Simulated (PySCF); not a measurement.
**S(2+), S(3+): ionisation energy in jorge-DZP-DKH**

Each state of sulfur is computed at each level; their differences give the ionisation energy. How far do the methods differ?

Program: PySCF 2.14.0. Level of theory: unrestricted determinants in a Gaussian basis, no spin-orbit coupling in the energies. These are calculated values, not measurements, unless marked.

### Step 1. The system

| Property | Result |
| --- | --- |
| Element | sulfur (Z = 16) |
| Basis | jorge-DZP-DKH (7s4p1d, 24 functions) |
| Hamiltonian | the spin-free X2C one-electron Hamiltonian (Gaussian nucleus) |
| State 1 | S(2+): [Ne] 3s2 3p2, high-spin 3P determinant |
| State 2 | S(3+): [Ne] 3s2 3p1, 2P determinant |
| Methods | UHF, M06-2X, PBE, MP2, CCSD(T) |
| Core shells frozen in the correlated runs | valence: [Ne] (for S(2+)) |

The outer shells:

S2+ [Ne] 3s2 3p2
```
[Ne] core
3s [↑↓]
3p [↑ ][↑ ][  ]
```

S3+ [Ne] 3s2 3p1
```
[Ne] core
3s [↑↓]
3p [↑ ][  ][  ]
```

One driver process ran all states and methods and kept the integrals in memory. Each run is shown as a PySCF script that sums up its settings (the driver passes frozen orbitals as a list and adds second-order terms of double hybrids); the logs are those of the runs themselves. The driver starts from symmetry-adapted Hartree-Fock orbitals, holds the occupation by maximum overlap and uses a logarithmic radial grid for functionals, so a plain start would take other cycles.

It was started by

```
> OMP_NUM_THREADS=1 python atomrun2.py TASK.json OUT
```

The integrals over 24 functions and the set-up took 0.08 s of CPU time.

### Step 2. S(2+): the ladder of methods

**UHF**

Contents of input.py:

```python
from pyscf import gto, scf, dft, mp, cc
import basis_set_exchange as bse
mol = gto.M(atom="S 0 0 0", charge=2, spin=2, symmetry="D2h",
            basis=gto.basis.parse(bse.get_basis("jorge-DZP-DKH", elements=["S"], fmt="nwchem", header=False)),
            nucmod="G")
mf = scf.UHF(mol).sfx2c1e()
mf.irrep_nelec = {'Ag': (3, 3), 'B1u': (2, 1), 'B2u': (2, 1), 'B3u': (1, 1)}
mf.kernel()
```

What it wrote:

```text
damping factor = 0
level_shift factor = 0
DIIS = <class 'pyscf.scf.diis.CDIIS'>
diis_start_cycle = 1
diis_space = 10
diis_damp = 0
SCF conv_tol = 1e-09
SCF conv_tol_grad = None
number electrons alpha = 8  beta = 6
cycle= 1 E= -397.40344913612  delta_E= -0.00417  |g|= 0.0245  |ddm|= 0.0678
cycle= 2 E= -397.403921855634  delta_E= -0.000473  |g|= 0.00829  |ddm|= 0.023
cycle= 3 E= -397.403983445971  delta_E= -6.16e-05  |g|= 0.000165  |ddm|= 0.0119
cycle= 4 E= -397.403983469185  delta_E= -2.32e-08  |g|= 2.27e-05  |ddm|= 0.000384
cycle= 5 E= -397.40398346961  delta_E= -4.25e-10  |g|= 4.15e-06  |ddm|= 7.71e-05
converged SCF energy = -397.40398346961  <S^2> = 2.0086801  2S+1 = 3.0057812
```

It took 0.09 s on 1 thread of Neoverse-N1, shared host, the integrals not counted.

Orbital energies by shell (radii are means over both spins):

| shell | electrons | mean orbital energy (eV) | spread (eV) | rms radius (bohr) |
| --- | --- | --- | --- | --- |
| 1s α | 1 | -2538.2 | 0 | 0.112 |
| 1s β | 1 | -2537.5 | 0 | 0.112 |
| 2s α | 1 | -272.38 | 0 | 0.516 |
| 2s β | 1 | -271.70 | 0 | 0.516 |
| 2p α | 3 | -208.04 | 0.623 | 0.491 |
| 2p β | 3 | -206.82 | 0.747 | 0.491 |
| 3s α | 1 | -48.591 | 0 | 1.71 |
| 3s β | 1 | -41.964 | 0 | 1.71 |
| 3p α | 2 | -34.663 | 0 | 1.91 |

⟨S²⟩ = 2.009, ⟨L²⟩ = 2.03.

**M06-2X**

input.py, as changed from the run before:

```diff
@@ -5,3 +5,3 @@
             nucmod="G")
-mf = scf.UHF(mol).sfx2c1e()
+mf = dft.UKS(mol, xc="M062X").sfx2c1e()
 mf.irrep_nelec = {'Ag': (3, 3), 'B1u': (2, 1), 'B2u': (2, 1), 'B3u': (1, 1)}
```

What it wrote:

```text
damping factor = 0
level_shift factor = 0
DIIS = <class 'pyscf.scf.diis.CDIIS'>
diis_start_cycle = 1
diis_space = 10
diis_damp = 0
SCF conv_tol = 1e-09
SCF conv_tol_grad = None
number electrons alpha = 8  beta = 6
XC functionals = M062X
    Y. Zhao and D. G. Truhlar.,  Theor. Chem. Acc. 120, 215 (2008)
    Y. Zhao and D. G. Truhlar.,  Theor. Chem. Acc. 120, 215 (2008)
cycle= 1 E= -397.954458520453  delta_E= -0.00489  |g|= 0.0157  |ddm|= 0.0735
cycle= 2 E= -397.954507961674  delta_E= -4.94e-05  |g|= 0.0018  |ddm|= 0.0165
cycle= 3 E= -397.954509757529  delta_E= -1.8e-06  |g|= 0.000256  |ddm|= 0.00241
cycle= 4 E= -397.954509796347  delta_E= -3.88e-08  |g|= 4.86e-05  |ddm|= 0.000333
cycle= 5 E= -397.954509797308  delta_E= -9.61e-10  |g|= 2.97e-06  |ddm|= 5.93e-05
converged SCF energy = -397.954509797308  <S^2> = 2.0021583  2S+1 = 3.0014385
```

It took 0.3 s on 1 thread of Neoverse-N1, shared host, the integrals not counted.

**PBE**

input.py, as changed from the run before:

```diff
@@ -5,3 +5,3 @@
             nucmod="G")
-mf = dft.UKS(mol, xc="M062X").sfx2c1e()
+mf = dft.UKS(mol, xc="PBE").sfx2c1e()
 mf.irrep_nelec = {'Ag': (3, 3), 'B1u': (2, 1), 'B2u': (2, 1), 'B3u': (1, 1)}
```

What it wrote:

```text
damping factor = 0
level_shift factor = 0
DIIS = <class 'pyscf.scf.diis.CDIIS'>
diis_start_cycle = 1
diis_space = 10
diis_damp = 0
SCF conv_tol = 1e-09
SCF conv_tol_grad = None
number electrons alpha = 8  beta = 6
XC functionals = PBE
    J. P. Perdew, K. Burke, and M. Ernzerhof.,  Phys. Rev. Lett. 77, 3865 (1996)
    J. P. Perdew, K. Burke, and M. Ernzerhof.,  Phys. Rev. Lett. 78, 1396 (1997)
    J. P. Perdew, K. Burke, and M. Ernzerhof.,  Phys. Rev. Lett. 77, 3865 (1996)
    J. P. Perdew, K. Burke, and M. Ernzerhof.,  Phys. Rev. Lett. 78, 1396 (1997)
cycle= 1 E= -397.787976434743  delta_E= -0.00647  |g|= 0.0303  |ddm|= 0.111
cycle= 2 E= -397.788061539852  delta_E= -8.51e-05  |g|= 0.00761  |ddm|= 0.0142
cycle= 3 E= -397.788066266108  delta_E= -4.73e-06  |g|= 0.000564  |ddm|= 0.00272
cycle= 4 E= -397.788066373634  delta_E= -1.08e-07  |g|= 0.000105  |ddm|= 0.000781
cycle= 5 E= -397.788066377448  delta_E= -3.81e-09  |g|= 3.45e-06  |ddm|= 0.00017
cycle= 6 E= -397.788066377453  delta_E= -5.34e-12  |g|= 2.56e-08  |ddm|= 6.58e-06
converged SCF energy = -397.788066377453  <S^2> = 2.0023157  2S+1 = 3.0015434
```

It took 0.19 s on 1 thread of Neoverse-N1, shared host, the integrals not counted.

**MP2 (valence)**

input.py, as changed from the run before:

```diff
@@ -5,4 +5,5 @@
             nucmod="G")
-mf = dft.UKS(mol, xc="PBE").sfx2c1e()
+mf = scf.UHF(mol).sfx2c1e()
 mf.irrep_nelec = {'Ag': (3, 3), 'B1u': (2, 1), 'B2u': (2, 1), 'B3u': (1, 1)}
 mf.kernel()
+mp.UMP2(mf, frozen=5).kernel()
```

The driver printed no log here.

It took 0.01 s on 1 thread of Neoverse-N1, shared host, the integrals not counted.

With 4 electrons correlated, the MP2 correlation energy is -0.05366 hartree (-0.00880 same spin, -0.04486 opposite spin); the SCS form gives -0.05677. Largest pairs of shells: 3s-3p -0.0326, 3s-3s -0.0153, 3p-3p -0.0058.

**CCSD(T) (valence)**

input.py, as changed from the run before:

```diff
@@ -8,2 +8,3 @@
 mf.kernel()
-mp.UMP2(mf, frozen=5).kernel()
+mycc = cc.CCSD(mf, frozen=5).run()
+mycc.ccsd_t()
```

What it wrote:

```text
CC2 = 0
CCSD nocc = (np.int64(3), np.int64(1)), nmo = (19, 19)
frozen orbitals [[0, 1, 2, 3, 4], [0, 1, 2, 3, 4]]
max_cycle = 100
direct = 0
conv_tol = 1e-08
conv_tol_normt = 1e-06
diis_space = 8
diis_start_cycle = 0
Init t2, MP2 energy = -0.053664729576701
Init E_corr(UCCSD) = -0.0536647295852605
cycle = 1  E_corr(UCCSD) = -0.0682352769869457  dE = -0.0145705474  norm(t1,t2) = 0.047064
cycle = 2  E_corr(UCCSD) = -0.0724894894761619  dE = -0.00425421249  norm(t1,t2) = 0.0175349
cycle = 3  E_corr(UCCSD) = -0.0749007293321632  dE = -0.00241123986  norm(t1,t2) = 0.00769499
cycle = 4  E_corr(UCCSD) = -0.0748823639743535  dE = 1.83653578e-05  norm(t1,t2) = 0.00123555
cycle = 5  E_corr(UCCSD) = -0.0748968372349453  dE = -1.44732606e-05  norm(t1,t2) = 0.000173548
cycle = 6  E_corr(UCCSD) = -0.0748920353607837  dE = 4.80187416e-06  norm(t1,t2) = 2.01305e-05
cycle = 7  E_corr(UCCSD) = -0.0748938030076279  dE = -1.76764684e-06  norm(t1,t2) = 4.03754e-06
cycle = 8  E_corr(UCCSD) = -0.0748933350532654  dE = 4.67954363e-07  norm(t1,t2) = 1.25203e-06
cycle = 9  E_corr(UCCSD) = -0.074893339758458  dE = -4.70519258e-09  norm(t1,t2) = 7.60184e-08
UCCSD converged
E(UCCSD) = -397.4788768093684  E_corr = -0.07489333975845798
UCCSD(T) correction = -0.000883813994924709
```

Time after the integrals: 0.17 s (1 thread of Neoverse-N1, shared host).

CCSD correlation -0.07489 hartree, triples -0.00088; total -397.479761. T1 = 0.007, largest double amplitude 0.106.

Radial density 4πr²ρ of S(2+) at UHF:

| r (bohr) | density | spin density |
| --- | --- | --- |
| 0.00152 | 0.0894 | 0.000 |
| 0.00256 | 0.239 | 0.000 |
| 0.00431 | 0.609 | 0.000 |
| 0.00725 | 1.51 | 0.000 |
| 0.0122 | 3.56 | 0.000 |
| 0.0205 | 7.59 | 0.001 |
| 0.0345 | 13.6 | 0.004 |
| 0.0581 | 18.2 | 0.017 |
| 0.0977 | 16.0 | 0.070 |
| 0.164 | 11.9 | 0.202 |
| 0.276 | 16.5 | 0.297 |
| 0.465 | 14.5 | 0.066 |
| 0.782 | 4.13 | 0.222 |
| 1.31 | 2.88 | 1.262 |
| 2.21 | 1.39 | 0.764 |
| 3.72 | 0.0722 | 0.050 |
| 6.26 | 0.000402 | 0.000 |

### Step 3. S(3+): the ladder of methods

**UHF**

Contents of input.py:

```python
from pyscf import gto, scf, dft, mp, cc
import basis_set_exchange as bse
mol = gto.M(atom="S 0 0 0", charge=3, spin=1, symmetry="D2h",
            basis=gto.basis.parse(bse.get_basis("jorge-DZP-DKH", elements=["S"], fmt="nwchem", header=False)),
            nucmod="G")
mf = scf.UHF(mol).sfx2c1e()
mf.irrep_nelec = {'Ag': (3, 3), 'B1u': (1, 1), 'B2u': (2, 1), 'B3u': (1, 1)}
mf.kernel()
```

What it wrote:

```text
damping factor = 0
level_shift factor = 0
DIIS = <class 'pyscf.scf.diis.CDIIS'>
diis_start_cycle = 1
diis_space = 10
diis_damp = 0
SCF conv_tol = 1e-09
SCF conv_tol_grad = None
number electrons alpha = 7  beta = 6
cycle= 1 E= -396.149502422459  delta_E= -0.00436  |g|= 0.0251  |ddm|= 0.0739
cycle= 2 E= -396.14999012145  delta_E= -0.000488  |g|= 0.00845  |ddm|= 0.0249
cycle= 3 E= -396.150052343057  delta_E= -6.22e-05  |g|= 0.000132  |ddm|= 0.0127
cycle= 4 E= -396.150052356887  delta_E= -1.38e-08  |g|= 1.6e-05  |ddm|= 0.000262
cycle= 5 E= -396.15005235706  delta_E= -1.73e-10  |g|= 2.08e-06  |ddm|= 4.42e-05
converged SCF energy = -396.15005235706  <S^2> = 0.75859559  2S+1 = 2.0085772
```

It took 0.08 s on 1 thread of Neoverse-N1, shared host, the integrals not counted.

The occupied shells:

| shell | electrons | mean orbital energy (eV) | spread (eV) | rms radius (bohr) |
| --- | --- | --- | --- | --- |
| 1s α | 1 | -2555.1 | 0 | 0.112 |
| 1s β | 1 | -2554.7 | 0 | 0.112 |
| 2s α | 1 | -288.39 | 0 | 0.515 |
| 2s β | 1 | -288.01 | 0 | 0.515 |
| 2p α | 3 | -223.89 | 0.703 | 0.490 |
| 2p β | 3 | -223.20 | 0.837 | 0.490 |
| 3s α | 1 | -59.428 | 0 | 1.64 |
| 3s β | 1 | -55.931 | 0 | 1.64 |
| 3p α | 1 | -46.976 | 0 | 1.80 |

⟨S²⟩ = 0.759, ⟨L²⟩ = 2.03.

**M06-2X**

input.py, as changed from the run before:

```diff
@@ -5,3 +5,3 @@
             nucmod="G")
-mf = scf.UHF(mol).sfx2c1e()
+mf = dft.UKS(mol, xc="M062X").sfx2c1e()
 mf.irrep_nelec = {'Ag': (3, 3), 'B1u': (1, 1), 'B2u': (2, 1), 'B3u': (1, 1)}
```

What it wrote:

```text
damping factor = 0
level_shift factor = 0
DIIS = <class 'pyscf.scf.diis.CDIIS'>
diis_start_cycle = 1
diis_space = 10
diis_damp = 0
SCF conv_tol = 1e-09
SCF conv_tol_grad = None
number electrons alpha = 7  beta = 6
XC functionals = M062X
    Y. Zhao and D. G. Truhlar.,  Theor. Chem. Acc. 120, 215 (2008)
    Y. Zhao and D. G. Truhlar.,  Theor. Chem. Acc. 120, 215 (2008)
cycle= 1 E= -396.682043027909  delta_E= -0.00448  |g|= 0.0151  |ddm|= 0.0739
cycle= 2 E= -396.682098524063  delta_E= -5.55e-05  |g|= 0.00229  |ddm|= 0.0111
cycle= 3 E= -396.68210127106  delta_E= -2.75e-06  |g|= 0.000483  |ddm|= 0.00255
cycle= 4 E= -396.682101364125  delta_E= -9.31e-08  |g|= 8.69e-05  |ddm|= 0.000391
cycle= 5 E= -396.682101369188  delta_E= -5.06e-09  |g|= 1.54e-06  |ddm|= 0.000118
cycle= 6 E= -396.682101369189  delta_E= -1.08e-12  |g|= 1.5e-07  |ddm|= 3.57e-06
converged SCF energy = -396.682101369189  <S^2> = 0.75198896  2S+1 = 2.001988
```

It took 0.35 s on 1 thread of Neoverse-N1, shared host, the integrals not counted.

**PBE**

input.py, as changed from the run before:

```diff
@@ -5,3 +5,3 @@
             nucmod="G")
-mf = dft.UKS(mol, xc="M062X").sfx2c1e()
+mf = dft.UKS(mol, xc="PBE").sfx2c1e()
 mf.irrep_nelec = {'Ag': (3, 3), 'B1u': (1, 1), 'B2u': (2, 1), 'B3u': (1, 1)}
```

What it wrote:

```text
damping factor = 0
level_shift factor = 0
DIIS = <class 'pyscf.scf.diis.CDIIS'>
diis_start_cycle = 1
diis_space = 10
diis_damp = 0
SCF conv_tol = 1e-09
SCF conv_tol_grad = None
number electrons alpha = 7  beta = 6
XC functionals = PBE
    J. P. Perdew, K. Burke, and M. Ernzerhof.,  Phys. Rev. Lett. 77, 3865 (1996)
    J. P. Perdew, K. Burke, and M. Ernzerhof.,  Phys. Rev. Lett. 78, 1396 (1997)
    J. P. Perdew, K. Burke, and M. Ernzerhof.,  Phys. Rev. Lett. 77, 3865 (1996)
    J. P. Perdew, K. Burke, and M. Ernzerhof.,  Phys. Rev. Lett. 78, 1396 (1997)
cycle= 1 E= -396.50820654538  delta_E= -0.00604  |g|= 0.0308  |ddm|= 0.104
cycle= 2 E= -396.508285588875  delta_E= -7.9e-05  |g|= 0.00859  |ddm|= 0.0117
cycle= 3 E= -396.508291688899  delta_E= -6.1e-06  |g|= 0.00043  |ddm|= 0.00357
cycle= 4 E= -396.508291750043  delta_E= -6.11e-08  |g|= 4.37e-05  |ddm|= 0.000458
cycle= 5 E= -396.508291750656  delta_E= -6.12e-10  |g|= 1.05e-06  |ddm|= 5.98e-05
converged SCF energy = -396.508291750656  <S^2> = 0.75244861  2S+1 = 2.0024471
```

Time after the integrals: 0.17 s (1 thread of Neoverse-N1, shared host).

**MP2 (valence)**

input.py, as changed from the run before:

```diff
@@ -5,4 +5,5 @@
             nucmod="G")
-mf = dft.UKS(mol, xc="PBE").sfx2c1e()
+mf = scf.UHF(mol).sfx2c1e()
 mf.irrep_nelec = {'Ag': (3, 3), 'B1u': (1, 1), 'B2u': (2, 1), 'B3u': (1, 1)}
 mf.kernel()
+mp.UMP2(mf, frozen=5).kernel()
```

This step left no log, only its results.

Time after the integrals: 0.01 s (1 thread of Neoverse-N1, shared host).

With 3 electrons correlated, the MP2 correlation energy is -0.04146 hartree (-0.00247 same spin, -0.03898 opposite spin); the SCS form gives -0.04760. Largest pairs of shells: 3s-3s -0.0241, 3s-3p -0.0174, 3p-3p 0.0000.

**CCSD(T) (valence)**

input.py, as changed from the run before:

```diff
@@ -8,2 +8,3 @@
 mf.kernel()
-mp.UMP2(mf, frozen=5).kernel()
+mycc = cc.CCSD(mf, frozen=5).run()
+mycc.ccsd_t()
```

What it wrote:

```text
CC2 = 0
CCSD nocc = (np.int64(2), np.int64(1)), nmo = (19, 19)
frozen orbitals [[0, 1, 2, 3, 4], [0, 1, 2, 3, 4]]
max_cycle = 100
direct = 0
conv_tol = 1e-08
conv_tol_normt = 1e-06
diis_space = 8
diis_start_cycle = 0
Init t2, MP2 energy = -0.0414553704895142
Init E_corr(UCCSD) = -0.0414553704908713
cycle = 1  E_corr(UCCSD) = -0.0543516387117725  dE = -0.0128962682  norm(t1,t2) = 0.0485647
cycle = 2  E_corr(UCCSD) = -0.0588015967921055  dE = -0.00444995808  norm(t1,t2) = 0.0195749
cycle = 3  E_corr(UCCSD) = -0.0617069436718109  dE = -0.00290534688  norm(t1,t2) = 0.00848982
cycle = 4  E_corr(UCCSD) = -0.0616847865068966  dE = 2.21571649e-05  norm(t1,t2) = 0.000863973
cycle = 5  E_corr(UCCSD) = -0.061698604756459  dE = -1.38182496e-05  norm(t1,t2) = 8.19476e-05
cycle = 6  E_corr(UCCSD) = -0.061694124933505  dE = 4.47982295e-06  norm(t1,t2) = 1.35844e-05
cycle = 7  E_corr(UCCSD) = -0.0616959378769793  dE = -1.81294347e-06  norm(t1,t2) = 4.00964e-06
cycle = 8  E_corr(UCCSD) = -0.0616955496157546  dE = 3.88261225e-07  norm(t1,t2) = 1.00391e-06
cycle = 9  E_corr(UCCSD) = -0.0616955512666636  dE = -1.65090906e-09  norm(t1,t2) = 3.02317e-08
UCCSD converged
E(UCCSD) = -396.2117479083265  E_corr = -0.06169555126666362
UCCSD(T) correction = -0.000575152876141363
```

Time after the integrals: 0.16 s (1 thread of Neoverse-N1, shared host).

CCSD correlation -0.06170 hartree, triples -0.00058; total -396.212323. T1 = 0.008, largest double amplitude 0.109.

Radial density 4πr²ρ of S(3+) at UHF:

| r (bohr) | density | spin density |
| --- | --- | --- |
| 0.00152 | 0.0895 | 0.000 |
| 0.00256 | 0.239 | 0.000 |
| 0.00431 | 0.610 | 0.000 |
| 0.00725 | 1.52 | 0.000 |
| 0.0122 | 3.57 | 0.000 |
| 0.0205 | 7.59 | 0.000 |
| 0.0345 | 13.6 | 0.002 |
| 0.0581 | 18.2 | 0.010 |
| 0.0977 | 16.0 | 0.040 |
| 0.164 | 11.9 | 0.116 |
| 0.276 | 16.4 | 0.169 |
| 0.465 | 14.5 | 0.035 |
| 0.782 | 4.06 | 0.134 |
| 1.31 | 2.40 | 0.690 |
| 2.21 | 0.922 | 0.355 |
| 3.72 | 0.0245 | 0.013 |
| 6.26 | 8.84e-05 | 0.000 |

### Step 4. How the shells move

Highest occupied Hartree-Fock shell of each state: S(2+) 3p α at -34.663 eV; S(3+) 3p α at -46.976 eV.

### Step 5. The energy differences

Ionisation energy: S(2+) [Ne] 3s2 3p2 (3P) → S(3+) [Ne] 3s2 3p1 (2P).

| method | value (eV) | less the reference (eV) | CPU time, both states (s) |
| --- | --- | --- | --- |
| UHF | 34.121 | -0.739 | 0.17 |
| M06-2X | 34.624 | -0.236 | 0.65 |
| PBE | 34.824 | -0.036 | 0.36 |
| MP2 (valence) | 34.453 | -0.407 | 0.17 |
| SCS-MP2 (valence) | 34.371 | -0.489 | 0.17 |
| CCSD (valence) | 34.480 | -0.380 |  |
| CCSD(T) (valence) | 34.489 | -0.371 | 0.5 |

Reference: 34.86 ± 0.04 eV (semi-empirical (NIST evaluation); NIST Atomic Spectra Database, ionization energies). Errors of the correlated levels include the incompleteness of this basis.

Times are CPU seconds on a shared host without the integrals; correlated rows include their Hartree-Fock run, whose time holds the symmetry-adapted start and any spin-orbit constants, while functionals begin from orbitals already made.

### Step 6. Results

| quantity | value |
| --- | --- |
| ionisation energy, S(2+) | UHF 34.121, CCSD(T) (valence) 34.489 eV; reference 34.86 ± 0.04 |

Accuracy against cost (mean over 1 difference):

| method | mean absolute miss against CCSD(T) (valence) (eV) | CPU time, both states (s) |
| --- | --- | --- |
| UHF | 0.368 | 0.17 |
| M06-2X | 0.135 | 0.65 |
| PBE | 0.336 | 0.36 |
| MP2 (valence) | 0.035 | 0.17 |
| SCS-MP2 (valence) | 0.118 | 0.17 |
| CCSD (valence) | 0.008 |  |
| CCSD(T) (valence) | 0.000 | 0.5 |

**Reading.** The methods span 0.703 eV, from UHF (34.121) to PBE (34.824). The reference is uncertain or not like for like (spin-orbit coupling or other relativistic terms), so no ranking of close methods is drawn. The basis is finite, and no extrapolation was made. The dearest level timed, M06-2X, costs 3.8 times the cheapest, UHF, and differs from CCSD(T) (valence) by 0.14 against 0.37 eV; CCSD(T) (valence) in this basis is a yardstick, not the exact answer.
